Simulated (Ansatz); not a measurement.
# Ga4SbP3: the cost of one run

Program: Ansatz 0.2.0. Level of theory: DFT PBEsol, scalar-relativistic, plane waves, PAW, and further levels as typed in the inputs. These are calculated values, not measurements.

### Step 1. The structure to begin with

It takes space group P-43m (No. 215, cubic). The conventional cell has a = 5.610 Å, b = 5.610 Å, c = 5.610 Å, α = 90.00°, β = 90.00°, γ = 90.00°. Around Ga (site symmetry 3m) lie 1 Sb at 2.43 Å and 3 P at 2.43 Å. Around Sb (site symmetry -43m) lie 4 Ga at 2.43 Å. P (site symmetry -42m) has 4 Ga at 2.43 Å as nearest neighbours.

Coordinates:

```
CELL_PARAMETERS angstrom
0.00000 5.61000 5.61000
5.61000 0.00000 5.61000
5.61000 5.61000 0.00000
ATOMIC_POSITIONS crystal
Ga 0.00000 0.00000 0.00000
Ga 0.00000 0.00000 0.50000
Ga 0.00000 0.50000 0.00000
Ga 0.00000 0.50000 0.50000
Ga 0.50000 0.00000 0.00000
Ga 0.50000 0.00000 0.50000
Ga 0.50000 0.50000 0.00000
Ga 0.50000 0.50000 0.50000
Sb 0.12500 0.12500 0.12500
P 0.12500 0.12500 0.62500
P 0.12500 0.62500 0.12500
P 0.12500 0.62500 0.62500
P 0.62500 0.12500 0.12500
P 0.62500 0.12500 0.62500
P 0.62500 0.62500 0.12500
Sb 0.62500 0.62500 0.62500
```

### Step 2. Relaxing cell and atoms: Ga4SbP3, no spin

Contents of input.yaml:

```yaml
crystal:
  lattice:
    - [0.0, 5.61, 5.61]
    - [5.61, 0.0, 5.61]
    - [5.61, 5.61, 0.0]
  atoms:
    - { symbol: Ga, position: [0.0, 0.0, 0.0] }
    - { symbol: Ga, position: [0.0, 0.0, 0.5] }
    - { symbol: Ga, position: [0.0, 0.5, 0.0] }
    - { symbol: Ga, position: [0.0, 0.5, 0.5] }
    - { symbol: Ga, position: [0.5, 0.0, 0.0] }
    - { symbol: Ga, position: [0.5, 0.0, 0.5] }
    - { symbol: Ga, position: [0.5, 0.5, 0.0] }
    - { symbol: Ga, position: [0.5, 0.5, 0.5] }
    - { symbol: Sb, position: [0.125, 0.125, 0.125] }
    - { symbol: P, position: [0.125, 0.125, 0.625] }
    - { symbol: P, position: [0.125, 0.625, 0.125] }
    - { symbol: P, position: [0.125, 0.625, 0.625] }
    - { symbol: P, position: [0.625, 0.125, 0.125] }
    - { symbol: P, position: [0.625, 0.125, 0.625] }
    - { symbol: P, position: [0.625, 0.625, 0.125] }
    - { symbol: Sb, position: [0.625, 0.625, 0.625] }
scf:
  occupations: { method: gaussian, width: 0.01 }
output:
  forces: true
  stress: true
  eigenvalues: true
  write_density: true
  write_potential: true
  elf: true
  volumetric_format: npy
hamiltonian:
  xc: pbesol
relax:
  f_tol: 0.005
  max_steps: 60
  cell: { stress_tol: 0.03 }
kpoints:
  mp_grid: { grid: [4, 4, 4] }
```

On the command line:

```bash
$ ansatz run input.yaml --threads 8 --pin off --max-ram 24576MiB --backend cpu --events-out ev --progress --plain --runs-dir out
```

Q: Estimate wall time and peak memory on 8 threads of Intel Xeon Platinum 8488C (Sapphire Rapids), shared host.

About 27 s, with a peak of 1.4 GiB.
